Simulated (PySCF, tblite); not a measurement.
# C₈H₈N₂: geometry, infrared bands and NMR shifts

Aim: predict the infrared bands and NMR shifts of C₈H₈N₂ (`[H]/N=C(/C=C)c1ccccn1`).

Computed with tblite 0.8.0 and PySCF 2.14.0, with density-fitted response routines of our own, on a single molecule in the gas phase. Atoms are numbered from 0 throughout.

## Step 1: The starting structure

18 atoms, charge 0, multiplicity 1; geometry from: force field or distance geometry start.

Bonds of the start (Å): C0–C1 1.34, C1–C2 1.46, C2–N3 1.27, C2–C4 1.48, C4–C5 1.37, C5–C6 1.39, C6–C7 1.38, C7–C8 1.37, C8–N9 1.35, N9–C4 1.35, C0–H10 1.08, C0–H11 1.09, C1–H12 1.08, N3–H13 1.03, C5–H14 1.07, C6–H15 1.08, C7–H16 1.09, C8–H17 1.08.

## Step 2: Geometry optimisation with GFN2-xTB

Job settings and geometry (Å):

```
{"job": {"kind": "relax", "xc": "GFN2-xTB", "basis": "xTB"}, "charge": 0, "multiplicity": 1}
C      3.461400     0.631900     0.129900
C      2.127700     0.721100     0.074500
C      1.263200    -0.451400     0.100900
N      1.731700    -1.626300     0.147900
C     -0.188200    -0.183600     0.047800
C     -1.142500    -1.172700     0.042500
C     -2.493800    -0.855600    -0.014800
C     -2.880500     0.465300    -0.067700
C     -1.920900     1.438500    -0.074900
N     -0.614700     1.091700    -0.015600
H      3.990100    -0.305200     0.181100
H      4.012500     1.577800     0.116700
H      1.695200     1.713900     0.043700
H      1.154000    -2.475700     0.165100
H     -0.875200    -2.206100     0.093800
H     -3.261700    -1.620800     0.003900
H     -3.929000     0.768900    -0.114200
H     -2.138200     2.494500    -0.121500
```

On the command line:

```sh
OMP_NUM_THREADS=1 python probes_run.py task.json out
```

The driver reads the jobs from task.json and runs them one after another.

**Question.** This job is followed by: GFN2-xTB harmonic vibrations, gas phase; GIAO PBE0/pcSseg-1 NMR shielding, non-relativistic, gas phase. Predict these results of the whole session: strongest single infrared mode (GFN2-xTB); zero-point energy (GFN2-xTB); 13C shifts against TMS (PBE0/pcSseg-1); 1H shifts against TMS (PBE0/pcSseg-1); 15N shifts against NH3 (PBE0/pcSseg-1).

**Answer**, as computed:

| quantity | value |
| --- | --- |
| strongest single infrared mode (GFN2-xTB) | 1684 cm⁻¹, 66 km/mol |
| zero-point energy (GFN2-xTB) | 86.9 kcal/mol |
| 13C shifts against TMS (PBE0/pcSseg-1) | 170.8, 155.1, 154.9, 142.7, 137.4, 132.4, 129.4, 124.0 ppm |
| 1H shifts against TMS (PBE0/pcSseg-1) | 11.79, 9.10, 8.83, 8.13, 8.05, 7.46, 7.45, 6.08 ppm |
| 15N shifts against NH3 (PBE0/pcSseg-1) | 352.2, 323.1 ppm |

In words: Over 27 steps the energy fell by 0.261 eV; of the close pairs, C8–N9 changed most, 1.353 to 1.316 Å. The lowest mode is imaginary (45i cm⁻¹), so the xTB geometry is not a minimum. The strongest single mode, at 1684 cm⁻¹, moves mainly C1, C2 and C0. GFN2-xTB is a fitted tight-binding method: band positions and strengths are rough. Its intensities can rank the bands wrongly. At PBE0/pcSseg-1: Shielding is most anisotropic at N9 (span 707 ppm, paramagnetic term -417 ppm). NICS(1)zz of -28 ppm above the planar ring from C4 marks a diatropic (aromatic) ring current.
